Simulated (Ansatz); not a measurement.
# F3HMoOS: the cost of one run

Computed with Ansatz 0.2.0, Gaussian basis. Level: r2SCAN/def2-SVP with D3(BJ) dispersion.

## 1. The relaxed structure

The structure was relaxed beforehand with PBE0-D4 in a triple-zeta def2 set. Mo takes the def2 core potential; no spin-orbit term is included.

7 atoms, charge 0, spin multiplicity 1.

Atoms are counted from 1 here; the program's logs count them from 0.

Bond lengths: O1–Mo2 1.848 Å, O1–H7 0.962 Å, Mo2–F3 1.850 Å, Mo2–F4 1.850 Å, Mo2–F5 1.842 Å, Mo2–S6 2.068 Å. Angles: Mo2–O1–H7 127.4°, O1–Mo2–F3 88.3°, O1–Mo2–F4 88.4°, O1–Mo2–F5 150.2°, O1–Mo2–S6 103.9°, F3–Mo2–F4 147.4°, F3–Mo2–F5 83.5°, F3–Mo2–S6 106.2°, F4–Mo2–F5 83.5°, F4–Mo2–S6 106.1°, F5–Mo2–S6 105.9°.

## 2. The run

in.yaml

```yaml
crystal:
  periodic: [false, false, false]
  atoms:
    - {symbol: O, position_ang: [0.017757, -1.374868, 0.670957]}
    - {symbol: Mo, position_ang: [-0.032564, 0.328223, -0.044972]}
    - {symbol: F, position_ang: [1.815908, 0.350968, 0.018702]}
    - {symbol: F, position_ang: [-1.552952, -0.165013, -0.975583]}
    - {symbol: F, position_ang: [0.212589, 1.472501, -1.467931]}
    - {symbol: S, position_ang: [-0.677543, 1.508232, 1.526714]}
    - {symbol: H, position_ang: [0.278106, -2.187943, 0.226613]}
basis:
  gaussian: {orbitals: def2-SVP}
hamiltonian: {xc: {name: r2SCAN}, dispersion: d3bj}
md: {timestep: 0.5 fs, n_steps: 50, ensemble: nvt_nose_hoover, temperature: 1000, initial_velocities: maxwell_boltzmann, seed: 754}
```

The run is started by

```
$ ansatz run in.yaml --threads 2 --pin off --events-out ev --progress --plain --max-ram 22528MiB --backend cpu
```

Q: Estimate wall time and peak memory on 2 threads of AMD EPYC 7R13, shared host.

About 4 min, with a peak of 0.26 GiB.
